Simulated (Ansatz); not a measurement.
# GaSiP (triplet): wave-function methods side by side at distance Ga1–Si2 = 6.758 Å, cc-pVDZ

How much of the correlation energy of GaSiP (triplet) does each wave-function method recover here?

Method: cc-pVDZ, core rule «outside noble gas», up to 24 orbitals frozen; program: Ansatz 0.2.0, Gaussian basis.

Plan: UHF; CCSD(T) on ROHF; BCCD(T) on ROHF; CISD; CCSDT(Q) on ROHF; CASSCF and MRCISD+Q, 4 electrons in 4 orbitals; CASSCF and NEVPT2, 4 electrons in 4 orbitals; CASSCF and NEVPT2, 10 electrons in 11 orbitals.

34 further runs of the same task are left out: 3 for a known fault of the program, 2 for a mislabelled method, 21 that didn't finish, 8 set aside as unsound or not needed.

## 1. What is computed

The geometry derives from a PBE0/def2-TZVP stationary point (not a proven minimum). One bond is set to the value named and the two fragments are kept rigid. No spin-orbit coupling is included. The filled d shell of Ga may be among the frozen orbitals whatever the setting's name suggests; the logs give the count.

3 atoms, charge 0, spin multiplicity 3.

Atoms are counted from 1 here; the program's logs count them from 0.

Bond lengths: Si2–P3 2.106 Å.

In the tables R marks a restricted open-shell determinant and U an unrestricted one; 'pair' is the active space of 4 electrons in 4 orbitals; 'valence' is the active space of 10 electrons in 11 orbitals; energies count from the table's Hartree-Fock row.

## 2. UHF

Contents of in.yaml:

```yaml
crystal:
  periodic: [false, false, false]
  atoms:
    - {symbol: Ga, position_ang: [0.000000, 0.000000, 5.207433]}
    - {symbol: Si, position_ang: [0.000000, 0.000000, -1.550567]}
    - {symbol: P, position_ang: [0.000000, 0.000000, -3.656867]}
basis:
  gaussian: {orbitals: cc-pVDZ}
magnetization: {spin_polarized: true, initial_magnetization: 2}
hamiltonian: {xc: hf}
output: {orbitals: {seedname: orbitals}}
```

The run is started by

```bash
> ansatz run in.yaml --threads 1 --pin off --events-out ev --progress --plain --max-ram 2393MiB
```

Standard output (excerpt; [...] marks lines left out):

```text
Functional definition: HF
  name "HF"
  cite "Fock, Z. Phys. 61, 126 (1930) doi:10.1007/BF01340294"
  parent pbe
[...]
701 factors; integrals over basis functions are off by at most 8.5e-4 eV
[...]
mean field -69465.21852802 eV, -2552.7996956886 hartree, gradient 7.8e-6 eV, S^2 2.434370; 8 other end points of the search recorded, 0 dependent functions left out
reference -69465.21852802 eV, -2552.7996956886 hartree; 31, 29 occupied and 32, 34 virtual orbitals, 701 factors
Total energy: -69465.21852802 eV, -2552.7996956886 hartree
```

It took 20 s on 1 thread of Arm Neoverse V1, shared host.

From the report: ⟨S²⟩ of the determinant 2.434 (pure triplet: 2.00).

## 3. CCSD(T) on ROHF

in.yaml: that of step 2 with these lines changed.

```diff
@@ -8,4 +8,3 @@
   gaussian: {orbitals: cc-pVDZ}
-magnetization: {spin_polarized: true, initial_magnetization: 2}
-hamiltonian: {xc: hf}
-output: {orbitals: {seedname: orbitals}}
+magnetization: {spin_polarized: false, initial_magnetization: 2}
+correlation: {method: ccsd_t, electrons: outside_noble_gas}
```

The command is unchanged.

Standard output (excerpt; [...] marks lines left out):

```text
Functional definition: HF
  name "HF"
  cite "Fock, Z. Phys. 61, 126 (1930) doi:10.1007/BF01340294"
  parent pbe
[...]
701 factors; integrals over basis functions are off by at most 8.5e-4 eV
[...]
mean field -69464.93602462 eV, -2552.7893138800 hartree, gradient 2.6e-6 eV, S^2 2.000000; 26 other end points of the search recorded, 0 dependent functions left out
[...]
determinant -69464.93602462 eV, -2552.7893138800 hartree, with singles and doubles -69471.62878464 eV, -2553.0352682741 hartree
determinant -69464.93494187 eV, -2552.7892740896 hartree, with singles and doubles -69471.62669257 eV, -2553.0351913921 hartree
determinant -69464.93493648 eV, -2552.7892738915 hartree, with singles and doubles -69471.62777853 eV, -2553.0352313006 hartree
determinant -69464.02175119 eV, -2552.7557149511 hartree, with singles and doubles -69471.34940019 eV, -2553.0250010852 hartree
[...]
determinant -69464.93494187 eV, -2552.7892740896 hartree, with singles and doubles -69471.62624259 eV, -2553.0351748555 hartree
determinant -69464.93493648 eV, -2552.7892738915 hartree, with singles and doubles -69471.62732829 eV, -2553.0352147544 hartree
determinant -69464.02175119 eV, -2552.7557149511 hartree, with singles and doubles -69471.34824037 eV, -2553.0249584623 hartree
determinant -69464.00316159 eV, -2552.7550317960 hartree, with singles and doubles -69471.33438141 eV, -2553.0244491551 hartree
[...]
24 core orbitals not correlated: weight in the atoms' cores, before any rotation towards them, 1.000 or more for the frozen orbitals, at most 0.000 for the correlated occupied ones
reference -69464.93602462 eV, -2552.7893138800 hartree; 7, 5 occupied and 32, 34 virtual orbitals, 701 factors
second order -5.40892680 eV of doubles, -0.09125317 eV of singles
cycle   1  -6.69231311 eV  change   -3.3e-6 eV  update   4.0e-6
perturbative correction -0.29535950 eV, -0.0108542613 hartree
Total energy: -69471.92369723 eV, -2553.0461061121 hartree
```

Run time: 75 s. Hardware: 1 thread of Arm Neoverse V1, shared host.

From the report: correlation -6.9877 eV; T1 0.027; largest double amplitude 0.13.

## 4. BCCD(T) on ROHF

in.yaml: that of step 3 with these lines changed.

```diff
@@ -9,2 +9,2 @@
 magnetization: {spin_polarized: false, initial_magnetization: 2}
-correlation: {method: ccsd_t, electrons: outside_noble_gas}
+correlation: {method: bccd_t, electrons: outside_noble_gas}
```

The command is unchanged.

Standard output (excerpt; [...] marks lines left out):

```text
Functional definition: HF
  name "HF"
  cite "Fock, Z. Phys. 61, 126 (1930) doi:10.1007/BF01340294"
  parent pbe
[...]
701 factors; integrals over basis functions are off by at most 8.5e-4 eV
[...]
mean field -69464.93602462 eV, -2552.7893138800 hartree, gradient 2.6e-6 eV, S^2 2.000000; 26 other end points of the search recorded, 0 dependent functions left out
[...]
determinant -69464.93602462 eV, -2552.7893138800 hartree, with singles and doubles -69471.62878464 eV, -2553.0352682741 hartree
determinant -69464.93494187 eV, -2552.7892740896 hartree, with singles and doubles -69471.62669257 eV, -2553.0351913921 hartree
determinant -69464.93493648 eV, -2552.7892738915 hartree, with singles and doubles -69471.62777853 eV, -2553.0352313006 hartree
determinant -69464.02175119 eV, -2552.7557149511 hartree, with singles and doubles -69471.34940019 eV, -2553.0250010852 hartree
[...]
determinant -69464.93493648 eV, -2552.7892738915 hartree, with singles and doubles -69471.62732829 eV, -2553.0352147544 hartree
determinant -69464.02175119 eV, -2552.7557149511 hartree, with singles and doubles -69471.34824037 eV, -2553.0249584623 hartree
determinant -69464.00316159 eV, -2552.7550317960 hartree, with singles and doubles -69471.33438141 eV, -2553.0244491551 hartree
[...]
24 core orbitals not correlated: weight in the atoms' cores, before any rotation towards them, 1.000 or more for the frozen orbitals, at most 0.000 for the correlated occupied ones
reference -69464.93602462 eV, -2552.7893138800 hartree; 7, 5 occupied and 32, 34 virtual orbitals, 701 factors
second order -5.40892680 eV of doubles, -0.09125317 eV of singles
cycle   1  -6.67815174 eV  change    1.4e-2 eV  update   1.8e-2
[...]
cycle  11  -6.67860737 eV  change   -4.4e-6 eV  update   8.2e-6
perturbative correction -0.30665120 eV, -0.0112692236 hartree
Total energy: -69471.92128319 eV, -2553.0460173976 hartree
```

Run time: 75 s. Hardware: 1 thread of Arm Neoverse V1, shared host.

From the report: correlation -6.9853 eV; largest double amplitude 0.13.

## 5. CISD

in.yaml: that of step 4 with these lines changed.

```diff
@@ -9,2 +9,2 @@
 magnetization: {spin_polarized: false, initial_magnetization: 2}
-correlation: {method: bccd_t, electrons: outside_noble_gas}
+correlation: {active_space: {ras: {orbitals: [5, 2, 32], electrons: 12, max_holes: 2, max_particles: 2}, fixed_orbitals: true}}
```

The command is unchanged.

Standard output (excerpt; [...] marks lines left out):

```text
Functional definition: HF
  name "HF"
  cite "Fock, Z. Phys. 61, 126 (1930) doi:10.1007/BF01340294"
  parent pbe
[...]
701 factors; integrals over basis functions are off by at most 8.5e-4 eV
[...]
mean field -69464.93602462 eV, -2552.7893138800 hartree, gradient 2.6e-6 eV, S^2 2.000000; 21 other end points of the search recorded, 0 dependent functions left out
reference -69464.93602462 eV, -2552.7893138800 hartree; 31, 29 occupied and 32, 34 virtual orbitals, 701 factors
state -69470.83072388 eV, -2553.0059400823 hartree
Total energy: -69470.83072388 eV, -2553.0059400823 hartree
```

It took 22 s on 1 thread of Arm Neoverse V1, shared host.

From the report: 63,017 determinants.

## 6. CCSDT(Q) on ROHF

in.yaml: that of step 5 with these lines changed.

```diff
@@ -9,2 +9,2 @@
 magnetization: {spin_polarized: false, initial_magnetization: 2}
-correlation: {active_space: {ras: {orbitals: [5, 2, 32], electrons: 12, max_holes: 2, max_particles: 2}, fixed_orbitals: true}}
+correlation: {method: ccsdt_q, electrons: outside_noble_gas}
```

Launched as before.

Standard output (excerpt; [...] marks lines left out):

```text
Functional definition: HF
  name "HF"
  cite "Fock, Z. Phys. 61, 126 (1930) doi:10.1007/BF01340294"
  parent pbe
[...]
1157 factors; integrals over basis functions are off by at most 1.6e-7 eV
[...]
mean field -69464.93606694 eV, -2552.7893154352 hartree, gradient 1.6e-6 eV, S^2 2.000000; 27 other end points of the search recorded, 0 dependent functions left out
[...]
determinant -69464.93606694 eV, -2552.7893154352 hartree, with singles and doubles -69471.62883142 eV, -2553.0352699933 hartree
determinant -69464.93499077 eV, -2552.7892758869 hartree, with singles and doubles -69471.62674524 eV, -2553.0351933275 hartree
determinant -69464.93497883 eV, -2552.7892754481 hartree, with singles and doubles -69471.62782536 eV, -2553.0352330215 hartree
determinant -69464.02180294 eV, -2552.7557168530 hartree, with singles and doubles -69471.34944128 eV, -2553.0250025950 hartree
[...]
determinant -69464.93497883 eV, -2552.7892754481 hartree, with singles and doubles -69471.62737509 eV, -2553.0352164741 hartree
determinant -69464.02180294 eV, -2552.7557168530 hartree, with singles and doubles -69471.34828177 eV, -2553.0249599841 hartree
determinant -69464.00320710 eV, -2552.7550334684 hartree, with singles and doubles -69471.33441606 eV, -2553.0244504285 hartree
[...]
24 core orbitals not correlated: weight in the atoms' cores, before any rotation towards them, 1.000 or more for the frozen orbitals, at most 0.000 for the correlated occupied ones
reference -69464.93606694 eV, -2552.7893154352 hartree; 7, 5 occupied and 32, 34 virtual orbitals, 1157 factors
second order -5.40894148 eV of doubles, -0.09125284 eV of singles
cycle   1  -6.25224486 eV  change   -7.5e-1 eV  update   1.2e-1
[...]
cycle  42  -7.03487847 eV  change   -3.2e-8 eV  update   9.1e-7
perturbative correction -0.02449131 eV, -0.0009000392 hartree
Total energy: -69471.99543672 eV, -2553.0487424897 hartree
```

Run time: 2.7 min. Hardware: 1 thread of Arm Neoverse V1, shared host; peak memory 0.62 GiB.

From the report: correlation -7.0594 eV; T1 0.027; largest double amplitude 0.15.

## 7. CASSCF and MRCISD+Q, 4 electrons in 4 orbitals

in.yaml: that of step 6 with these lines changed.

```diff
@@ -9,2 +9,2 @@
 magnetization: {spin_polarized: false, initial_magnetization: 2}
-correlation: {method: ccsdt_q, electrons: outside_noble_gas}
+correlation: {method: fic_mrcisd_q, electrons: outside_noble_gas, active_space: {window: {electrons: 4, orbitals: 4}}}
```

Launched as before.

Standard output (excerpt; [...] marks lines left out):

```text
Functional definition: HF
  name "HF"
  cite "Fock, Z. Phys. 61, 126 (1930) doi:10.1007/BF01340294"
  parent pbe
[...]
701 factors; integrals over basis functions are off by at most 8.5e-4 eV
[...]
mean field -69464.93602462 eV, -2552.7893138800 hartree, gradient 2.6e-6 eV, S^2 2.000000; 21 other end points of the search recorded, 0 dependent functions left out
reference -69464.93602462 eV, -2552.7893138800 hartree; 31, 29 occupied and 32, 34 virtual orbitals, 701 factors
state -69465.47705824 eV, -2552.8091964989 hartree
contracted CI cycle   1: correlation 0.00000000 eV, 0.0000000000 hartree, residual 1.51e1 eV
contracted CI cycle   2: correlation -5.33014597 eV, -0.1958792516 hartree, residual 2.64e0 eV
contracted CI cycle   3: correlation -5.51092447 eV, -0.2025227390 hartree, residual 6.97e-1 eV
contracted CI cycle   4: correlation -5.52399209 eV, -0.2030029650 hartree, residual 1.98e-1 eV
contracted CI cycle   5: correlation -5.52506133 eV, -0.2030422590 hartree, residual 5.73e-2 eV
contracted CI cycle   6: correlation -5.52515913 eV, -0.2030458528 hartree, residual 2.12e-2 eV
contracted CI cycle   7: correlation -5.52517371 eV, -0.2030463888 hartree, residual 8.01e-3 eV
contracted CI cycle   8: correlation -5.52517568 eV, -0.2030464612 hartree, residual 2.53e-3 eV
contracted CI cycle   9: correlation -5.52517587 eV, -0.2030464681 hartree, residual 7.98e-4 eV
state -69465.47705824 eV, -2552.8091964989 hartree; corrected -69471.87280746 eV, -2553.0442359474 hartree
Total energy: -69471.87280746 eV, -2553.0442359474 hartree
```

Run time: 45 s. Hardware: 1 thread of Arm Neoverse V1, shared host.

From the report: 20 determinants; active occupations 1.89, 1.00, 1.00, 0.11.

## 8. CASSCF and NEVPT2, 4 electrons in 4 orbitals

in.yaml: that of step 7 with these lines changed.

```diff
@@ -9,2 +9,2 @@
 magnetization: {spin_polarized: false, initial_magnetization: 2}
-correlation: {method: fic_mrcisd_q, electrons: outside_noble_gas, active_space: {window: {electrons: 4, orbitals: 4}}}
+correlation: {method: sc_nevpt2, electrons: outside_noble_gas, active_space: {window: {electrons: 4, orbitals: 4}}}
```

Launched as before.

Standard output (excerpt; [...] marks lines left out):

```text
Functional definition: HF
  name "HF"
  cite "Fock, Z. Phys. 61, 126 (1930) doi:10.1007/BF01340294"
  parent pbe
[...]
701 factors; integrals over basis functions are off by at most 8.5e-4 eV
[...]
mean field -69464.93602462 eV, -2552.7893138800 hartree, gradient 2.6e-6 eV, S^2 2.000000; 21 other end points of the search recorded, 0 dependent functions left out
reference -69464.93602462 eV, -2552.7893138800 hartree; 31, 29 occupied and 32, 34 virtual orbitals, 701 factors
state -69465.47705824 eV, -2552.8091964989 hartree
state -69465.47705824 eV, -2552.8091964989 hartree; corrected -69470.53604666 eV, -2552.9951108940 hartree
Total energy: -69470.53604666 eV, -2552.9951108940 hartree
```

Wall time 44 s (1 thread of Arm Neoverse V1, shared host).

From the report: 20 determinants; active occupations 1.89, 1.00, 1.00, 0.11.

## 9. CASSCF and NEVPT2, 10 electrons in 11 orbitals

in.yaml: that of step 8 with these lines changed.

```diff
@@ -9,2 +9,2 @@
 magnetization: {spin_polarized: false, initial_magnetization: 2}
-correlation: {method: sc_nevpt2, electrons: outside_noble_gas, active_space: {window: {electrons: 4, orbitals: 4}}}
+correlation: {method: sc_nevpt2, electrons: outside_noble_gas, active_space: {window: {electrons: 10, orbitals: 11}, shells: [{species: Ga, l: s, shell: 4}, {species: Ga, l: p, shell: 4}, {species: P, l: p, shell: 3}, {species: Si, l: s, shell: 3}, {species: Si, l: p, shell: 3}]}}
```

The command is unchanged.

Standard output (excerpt; [...] marks lines left out):

```text
Functional definition: HF
  name "HF"
  cite "Fock, Z. Phys. 61, 126 (1930) doi:10.1007/BF01340294"
  parent pbe
[...]
1157 factors; integrals over basis functions are off by at most 1.6e-7 eV
[...]
mean field -69464.93606694 eV, -2552.7893154352 hartree, gradient 1.6e-6 eV, S^2 2.000000; 22 other end points of the search recorded, 0 dependent functions left out
reference -69464.93606694 eV, -2552.7893154352 hartree; 31, 29 occupied and 32, 34 virtual orbitals, 1157 factors
state -69467.31426125 eV, -2552.8767124642 hartree
state -69467.31426125 eV, -2552.8767124642 hartree; corrected -69470.91744691 eV, -2553.0091270950 hartree
Total energy: -69470.91744691 eV, -2553.0091270950 hartree
Checks for a lower state left out: starts, orbital_swaps
```

It took 54 s on 1 thread of Arm Neoverse V1, shared host; peak memory 0.27 GiB.

From the report: 53,288 determinants; active occupations 1.98, 1.94, 1.93, 1.91, 1.00, 0.99, 0.10, 0.06, 0.04, 0.04, 0.03.

## 10. Natural occupations

Natural occupations of the CASSCF valence state about the gap (report; correlated orbitals 1 to 10): 1.977, 1.936, 1.927, 1.908, 1.000, 0.991, 0.097, 0.060, 0.036, 0.036. The count of effectively unpaired electrons, Σ n²(2 − n)², is 2.13; a single determinant of this spin has 2.

## 11. The ladder

No level here is safe as a reference; RCCSDT(Q) serves as a yardstick only. Rows without a time come out of other runs: HF, MP2 and CCSD of CCSD(T), CCSDT of CCSDT(Q), CASSCF and MRCISD of the multireference runs.

Differences are taken before rounding.

| method | energy from the lowest RHF (meV) | from RCCSDT(Q) (meV) | time |
| --- | --- | --- | --- |
| RHF | 0.0 | +7059.4 |  |
| RMP2 | -5500.2 | +1559.2 |  |
| CISD | -5894.7 | +1164.7 | 22 s |
| RCCSD | -6692.3 | +367.1 |  |
| RCCSD(T) | -6987.7 | +71.7 | 75 s |
| BCCD(T) | -6985.3 | +74.2 | 75 s |
| RCCSDT | -7034.9 | +24.5 |  |
| RCCSDT(Q) | -7059.4 | 0 | 2.7 min |
| CASSCF pair | -541.0 | +6518.4 |  |
| NEVPT2 pair | -5600.0 | +1459.4 | 44 s |
| MRCISD pair | -6066.2 | +993.2 |  |
| MRCISD+Q pair | -6936.8 | +122.6 | 45 s |
| CASSCF valence | -2378.2 | +4681.2 |  |
| NEVPT2 valence | -5981.4 | +1078.0 | 54 s |

Among the levels timed on like hardware and quicker than the yardstick, those that no quicker one beats, quickest first: CISD (22 s, +1164.7 meV); MRCISD+Q pair (45 s, +122.6 meV); BCCD(T) (75 s, +74.2 meV); RCCSD(T) (75 s, +71.7 meV).

## 12. Outcome

```
                      quantity        value
RCCSDT(Q) below the RHF energy   -7.0594 eV
           RMP2 from RCCSDT(Q)  +1559.2 meV
          RCCSD from RCCSDT(Q)   +367.1 meV
       RCCSD(T) from RCCSDT(Q)    +71.7 meV
    NEVPT2 pair from RCCSDT(Q)  +1459.4 meV
  MRCISD+Q pair from RCCSDT(Q)   +122.6 meV
 NEVPT2 valence from RCCSDT(Q)  +1078.0 meV
                 T1 diagnostic        0.027
effectively unpaired electrons         2.13
```

RCCSD(T) misses by +71.7 meV, 1.0 % of the correlation energy. One determinant dominates. Warnings: spin contamination.
